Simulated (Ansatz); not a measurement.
# BGe+ (singlet): wave-function methods side by side, cc-pVTZ

An exercise on one series of results from a longer session: the logs are not shown, and one member is left open.

The runs use Ansatz 0.2.0, Gaussian basis; cc-pVTZ, core rule «outside noble gas», up to 15 orbitals frozen.

To be run: UHF; CCSD(T) on RHF; CCSD(T) on UHF; BCCD(T) on RHF; CISD; CCSDT(Q) on RHF; CCSDT(Q) on UHF; CASSCF and MRCISD+Q, 6 electrons in 8 orbitals; CASSCF and NEVPT2, 6 electrons in 8 orbitals.

12 further runs of the same task are left out: 3 that didn't finish, 9 set aside as unsound or not needed.

## The system

The geometry is a PBE0/def2-TZVP stationary point (not a proven minimum) of the parent state, kept for this charge and spin. No spin-orbit coupling is included. The filled d shell of Ge may be among the frozen orbitals whatever the setting's name suggests; the logs give the count.

2 atoms, charge 1, spin multiplicity 1.

Atoms are counted from 1 here; the program's logs count them from 0.

Bond lengths: Ge1–B2 1.987 Å.

Coordinates:

```xyz
2
charge 1, multiplicity 1
Ge    0.0000    0.0000    0.0000
B     0.0000    0.0000    1.9875
```

Set-up of the first run:

The input, in.yaml:

```yaml
crystal:
  periodic: [false, false, false]
  atoms:
    - {symbol: Ge, position_ang: [0.000000, 0.000000, 0.000000]}
    - {symbol: B, position_ang: [0.000000, 0.000000, 1.987464]}
basis:
  gaussian: {orbitals: cc-pVTZ}
total_charge: 1
magnetization: {spin_polarized: true, initial_magnetization: 0}
hamiltonian: {xc: hf}
output: {orbitals: {seedname: orbitals}}
```

On the command line:

```bash
$ ansatz run in.yaml --threads 1 --pin off --events-out ev --progress --plain --max-ram 2393MiB
```

Steps of the session up to this table: UHF; CCSD(T) on RHF; CCSD(T) on UHF; BCCD(T) on RHF; CISD; CCSDT(Q) on RHF; CCSDT(Q) on UHF; CASSCF and MRCISD+Q, 6 electrons in 8 orbitals; CASSCF and NEVPT2, 6 electrons in 8 orbitals.

One table of the session follows, with a row left open; its other results are not shown here.

It belongs to the step «Misses and costs». 

| method | from RCCSDT(Q) (meV) |
| --- | --- |
| RMP2 | +1355.0 |
| UMP2 | +861.2 |
| CISD | +914.3 |
| RCCSD | +459.2 |
| UCCSD | +51.8 |
| RCCSD(T) | +134.8 |
| UCCSD(T) | -273.0 |
| BCCD(T) | +137.3 |
| RCCSDT | +75.8 |
| UCCSDT | ? |
| RCCSDT(Q) | 0 |
| UCCSDT(Q) | -544.1 |
| CASSCF valence | +2101.5 |
| NEVPT2 valence | +367.5 |
| MRCISD valence | +34.6 |
| MRCISD+Q valence | -67.1 |

Q: Estimate the row for UCCSDT from the others.

As computed: from RCCSDT(Q) (meV): -447.3. In the column «from RCCSDT(Q) (meV)» it lies between UCCSDT(Q) (-544.1) and UCCSD(T) (-273.0).

Left out of the table: RHF, UHF (another determinant or state than the rows shown).

To keep in mind: The determinant is far from a pure spin state, so its energy mixes those of several spin states (harmless only where they are near-degenerate, as at dissociation). The program flags UCCSD(T), UCCSDT(Q) as in doubt, so those rows may rest on another solution; read them beside their warnings. Warnings: restricted reference is unstable; spin contamination; coupled cluster took another determinant than the lowest; large T1 diagnostic. Restricted and unrestricted rows rest on different reference determinants; where their highest levels disagree by more than a few hundredths of an eV, they describe different states and don't form one ladder.
